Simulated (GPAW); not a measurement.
# Pt3Rh (I4/mmm) in GPAW: reference runs

Aim: a first look at Pt3Rh with PBEsol, on the cell as given.

All numbers are computed with GPAW 26.7.0; they aren't measurements. Logs are shortened: lines on timing, memory, paths and dates and some standing lists are left out, and cuts for length are marked. The log counts tension as positive stress, the text compression.

## (1) Starting point

It takes space group I4/mmm (No. 139, tetragonal). The conventional cell has a = 3.912 Å, b = 3.912 Å, c = 7.857 Å, α = 90.00°, β = 90.00°, γ = 90.00°. Pt (site symmetry 4/mmm) has 4 Rh at 2.77 Å and 8 Pt at 2.77 Å as nearest neighbours. Around Pt (site symmetry -4m2) lie 8 Pt at 2.77 Å and 4 Rh at 2.77 Å. Rh (site symmetry 4/mmm) is surrounded by 12 Pt at 2.77 Å.

The cell comes from a database or a generator and needn't be the stable form of this composition.

## (2) Single point, PBEsol

run.py reads:

```python
from ase import Atoms
from ase.dft.bandgap import bandgap
from ase.io import write
from ase.units import Bohr, GPa
from gpaw import GPAW, PW, setup_paths
from gpaw.elf import elf_from_dft_calculation

setup_paths.insert(0, '.')

atoms = Atoms(['Pt', 'Pt', 'Pt', 'Rh'],
              cell=[[-1.95599501, 1.95599501, 3.92846575],
                    [1.95599501, -1.95599501, 3.92846575],
                    [1.95599501, 1.95599501, -3.92846575]],
              scaled_positions=[[0.5, 0.5, 0.0],
                                [0.25, 0.75, 0.5],
                                [0.75, 0.25, 0.5],
                                [0.0, 0.0, 0.0]],
              pbc=True)

calc = GPAW(mode=PW(600),
            xc='PBEsol',
            kpts={'size': (10, 10, 10), 'gamma': True},
            occupations={'name': 'fermi-dirac', 'width': 0.05},
            nbands=54,
            convergence={'density': 1e-05, 'energy': 1e-05},
            maxiter=150,
            txt='gpaw.txt')
atoms.calc = calc
energy = atoms.get_potential_energy()
forces = atoms.get_forces()
stress = atoms.get_stress()
calc.write('gs.gpw')
write('result.traj', atoms)
print(f'Energy: {energy:.6f} eV')
print('Forces (eV/A):')
print(forces.round(4))
print('Stress (GPa):', (stress / GPa).round(3))
print('Fermi level:', round(calc.get_fermi_level(), 4), 'eV')
print(f'Gap: {bandgap(calc)[0]:.4f} eV, direct: {bandgap(calc, direct=True)[0]:.4f} eV')

# fields on the real-space grid
write('density.cube', atoms, data=calc.get_pseudo_density() * Bohr**3)
write('potential.cube', atoms, data=calc.get_electrostatic_potential())
write('elf.cube', atoms, data=elf_from_dft_calculation(calc).data)
```

Potentials or basis: PAW data sets generated in the run's folder for this functional, pw.

Started as:

```bash
$ gpaw-setup -f PBEsol Pt Rh
$ OMP_NUM_THREADS=1 python run.py
```

gpaw.txt:

```text
__  _  _
 | _ |_)|_||  |
 |__||  | ||/\| - 26.7.0

Input parameters:
  mode=PW(ecut=600.0),
  convergence={'density': 1e-05, 'energy': 1e-05},
  kpts=MonkhorstPack(size=(10, 10, 10), gamma=True),
  maxiter=150,
  nbands=54,
  occupations=Occupations(name='fermi-dirac', width=0.05),
  xc=XC(name='PBEsol')

Diagonalizing LCAO Hamiltonian
Converting LCAO to pw mode

       Pt
         Pt

            Pt

       Rh

Atoms  # Å, Bohr magnetons
|   | symbol |        x |        y |        z |    initial magnetic moments |
|---|--------|----------|----------|----------|-----------------------------|
| 0 |     Pt | 0.000000 | 0.000000 | 3.928466 | ( 0.0000,  0.0000,  0.0000) |
| 1 |     Pt | 1.955995 | 0.000000 | 1.964233 | ( 0.0000,  0.0000,  0.0000) |
| 2 |     Pt | 0.000000 | 1.955995 | 1.964233 | ( 0.0000,  0.0000,  0.0000) |
| 3 |     Rh | 0.000000 | 0.000000 | 0.000000 | ( 0.0000,  0.0000,  0.0000) |

Unit cell  # Å
| periodic |         x |         y |         z |  lengths |     angles |
|----------|-----------|-----------|-----------|----------|------------|
|      yes | -1.955995 |  1.955995 |  3.928466 | 4.804652 | 131.953860 |
|      yes |  1.955995 | -1.955995 |  3.928466 | 4.804652 | 131.953860 |
|      yes |  1.955995 |  1.955995 | -3.928466 | 4.804652 |  70.301910 |

Number of symmetries: 16
Symmetry operations  # r_c * U_cc + t_c -> r_c
|    | kind |            matrix            |
|----|------|------------------------------|
|  0 |  σ   |  1, 1, 1,  0, 0,-1,  0,-1, 0 |
|  1 |  C4  |  1, 1, 1,  0, 0,-1, -1, 0, 0 |
|  2 |  E   |  1, 0, 0,  0, 1, 0,  0, 0, 1 |
|  3 |  σ   |  1, 0, 0,  0, 1, 0, -1,-1,-1 |
|  4 |  σ   |  0, 1, 0,  1, 0, 0,  0, 0, 1 |
|  5 |  C2  |  0, 1, 0,  1, 0, 0, -1,-1,-1 |
|  6 |  C2  |  0, 0, 1, -1,-1,-1,  1, 0, 0 |
|  7 |  S4  |  0, 0, 1, -1,-1,-1,  0, 1, 0 |
|  8 |  C4  |  0, 0,-1,  1, 1, 1,  0,-1, 0 |
|  9 |  σ   |  0, 0,-1,  1, 1, 1, -1, 0, 0 |
| 10 |  σ   |  0,-1, 0, -1, 0, 0,  1, 1, 1 |
| 11 |  C2  |  0,-1, 0, -1, 0, 0,  0, 0,-1 |
| 12 |  C2  | -1, 0, 0,  0,-1, 0,  1, 1, 1 |
| 13 |  i   | -1, 0, 0,  0,-1, 0,  0, 0,-1 |
| 14 |  S4  | -1,-1,-1,  0, 0, 1,  1, 0, 0 |
| 15 |  C2  | -1,-1,-1,  0, 0, 1,  0, 1, 0 |

BZ-sampling:
  Number of BZ points: 1000
  Number of IBZ points: 102

  Monkhorst-Pack size: [10, 10, 10]
  Monkhorst-Pack shift: [0.05, 0.05, 0.05]

K-points  # in reciprocal-cell coordinates
|     |                                coordinates |     weight |
|-----|--------------------------------------------|------------|
|   0 | (  0.00000000,   0.00000000,   0.00000000) | 0.00100000 |
|   1 | (  0.10000000,  -0.10000000,   0.00000000) | 0.00400000 |
|   2 | (  0.10000000,  -0.10000000,   0.10000000) | 0.00400000 |
|   3 | (  0.10000000,   0.00000000,   0.00000000) | 0.00800000 |
|   4 | (  0.10000000,   0.10000000,  -0.10000000) | 0.00200000 |
|   5 | (  0.20000000,  -0.20000000,   0.00000000) | 0.00400000 |
|   6 | (  0.20000000,  -0.20000000,   0.10000000) | 0.00800000 |
|   7 | (  0.20000000,  -0.20000000,   0.20000000) | 0.00400000 |
|   8 | (  0.20000000,  -0.10000000,   0.00000000) | 0.01600000 |
|   9 | (  0.20000000,  -0.10000000,   0.10000000) | 0.00800000 |
| ... |                                            |            |
| 101 | (  0.50000000,   0.50000000,   0.50000000) | 0.00100000 |

Plane wave coefficients: 2027
Cutoff: 600.0 eV

Spin-components: 1 (collinear spins)
Bands:           54
Projectors:      24
Spin-degeneracy: 2
Datatype:        complex128

Parallelization:
  kpt:    1
  domain: 1
  band:   1

Density:
  Valence electrons: 63.0
  Components: 1
  Grid points: [28 28 28]
  Charge: 0.0  # |e|

Potential:
  Grid points: [28 28 28]

species:
  Pt:
    name:    Platinum
    Z:       78.0
    valence: 16
    core:    62
    charge:  0.0  # [|e|]
    compensation charges:
      type: gauss
      rc: 0.41  # [Å]
      lmax: 2
    cutoffs:
      filter: 2.26  # [Å]
      core: 2.26  # [Å]
    projectors
    | kind |    occ | energy [eV] | rcut [Å] |
    |------|--------|-------------|----------|
    |   6s |  1.000 |      -5.666 |    1.307 |
    |   5p |  6.000 |     -56.073 |    1.371 |
    |   6p |  0.000 |      -0.783 |    1.371 |
    |   5d |  9.000 |      -6.179 |    1.307 |
    |    s |        |      21.545 |    1.307 |
    |    d |        |      21.032 |    1.307 |

    Using partial waves for Pt as LCAO basis

  Rh:
    name:    Rhodium
    Z:       45.0
    valence: 15
    core:    30
    charge:  0.0  # [|e|]
    compensation charges:
      type: gauss
      rc: 0.38  # [Å]
      lmax: 2
    cutoffs:
      filter: 2.48  # [Å]
      core: 2.35  # [Å]
    projectors
    | kind |    occ | energy [eV] | rcut [Å] |
    |------|--------|-------------|----------|
    |   5s |  1.000 |      -4.322 |    1.270 |
    |   4p |  6.000 |     -50.387 |    1.381 |
    |   5p |  0.000 |      -0.797 |    1.381 |
    |   4d |  8.000 |      -5.955 |    1.244 |
    |    s |        |      22.889 |    1.270 |
    |    d |        |      21.257 |    1.244 |

    Using partial waves for Rh as LCAO basis

Reference energy: -1630776.434450  # eV

eigensolver:
  PPCG
  Converge bands: occupied
  niter=2

density mixing:
  MSR1-Mixer
  Pratt-step length: 0.05
  Maximum mixing coefficient: 0.75
  Old densities: 10
  SVD Regularization: 0.005
  Good broyden scale: 1.0
  Trust region scale: 1.0
  Backstep threshold: 4.0
  History deletion threshold: 6.0
  Fourier metric: weight=20.0, sigma=0.015

occupation numbers:
  Fermi-Dirac:
    width: 0.0500  # eV

poisson solver:
  ecut: 4800.0  # eV

xc functional:
  name: PBEsol with 2 nearest neighbor stencil

convergence criteria:
[... 6 lines left out ...]
|iter     | |      energy | eigst |  dens |
|---------|-|-------------|-------|-------|
|iter:   1| |  -32.095967 | +0.45 |       |
|iter:   2| |  -31.820655 | -1.72 | -1.18 |
|iter:   3| |  -37.703763 | -1.08 | -1.19 |
|iter:   4| |  -30.569195 | -1.43 | -1.10 |
|iter:   5| |  -30.172272 | -2.47 | -1.50 |
|iter:   6| |  -30.076829 | -3.13 | -1.78 |
|iter:   7| |  -30.059684 | -3.81 | -2.18 |
|iter:   8| |  -30.058258 | -3.77 | -2.53 |
|iter:   9| |  -30.057674 | -4.34 | -2.74 |
|iter:  10| |  -30.057616 | -5.66 | -3.37 |
|iter:  11| |  -30.057622c| -5.93 | -3.96 |
|iter:  12| |  -30.057620c| -6.82 | -4.32 |
|iter:  13| |  -30.057619c| -7.74c| -4.97 |
|iter:  14| |  -30.057619c| -8.24c| -5.85c|

Converged in 14 steps
Energy contributions relative to reference atoms: (reference = -1630776.434450)

Energy contributions:
  Kinetic:         -38.411821
  Coulomb:          28.598284
  Zero:             -1.769835
  External:          0.000000
  Xc:              -18.440857
  Entropy:          -0.066783
  Spinorbit:         0.000000
  ----------------------------
  Free energy:     -30.091010
  Extrapolated:    -30.057619

dipole moment: (-12.615286, -12.615286, 1.629989)  # |e|*Ang

Fermi level: 11.582
Eigenvalues  # (at kpt = [0.000, 0.000, 0.000])
| band index |      eig [eV] | occ [0-2] |
|------------|---------------|-----------|
|          0 |       -41.431 |     2.000 |
|        ... |               |           |
|         20 |         7.333 |     2.000 |
|         21 |         8.022 |     2.000 |
|         22 |         8.197 |     2.000 |
|         23 |         8.197 |     2.000 |
|         24 |         9.578 |     2.000 |
|         25 |         9.796 |     2.000 |
[... 8 lines left out ...]
|         34 |        18.952 |     0.000 |
|         35 |        19.548 |     0.000 |
|        ... |               |           |
|         53 |        36.902 |     0.000 |

No gap
No difference between direct/indirect transitions

Forces  # eV/Ang
|        x |        y |        z |
|----------|----------|----------|
|  0.00000 | -0.00000 |  0.00000 |  # Pt   0
|  0.00000 | -0.00000 | -0.00000 |  # Pt   1
| -0.00000 |  0.00000 |  0.00000 |  # Pt   2
| -0.00000 | -0.00000 |  0.00000 |  # Rh   3

Stress tensor  # eV/Ang^3
|        x |         y |         z |
|----------|-----------|-----------|
| 0.038937 |  0.000000 |  0.000000 |
| 0.000000 |  0.038937 | -0.000000 |
| 0.000000 | -0.000000 |  0.041331 |

# Writing to gs.gpw (mode='')
```

Wall time 7.3 min (1 thread of Arm Neoverse V1, shared host); peak memory 0.39 GiB.

Results:

```
Free energy            : -30.0910 eV
Pressure               : -6.4 GPa
Band gap on the k mesh : none (metal or under the smearing width)
```
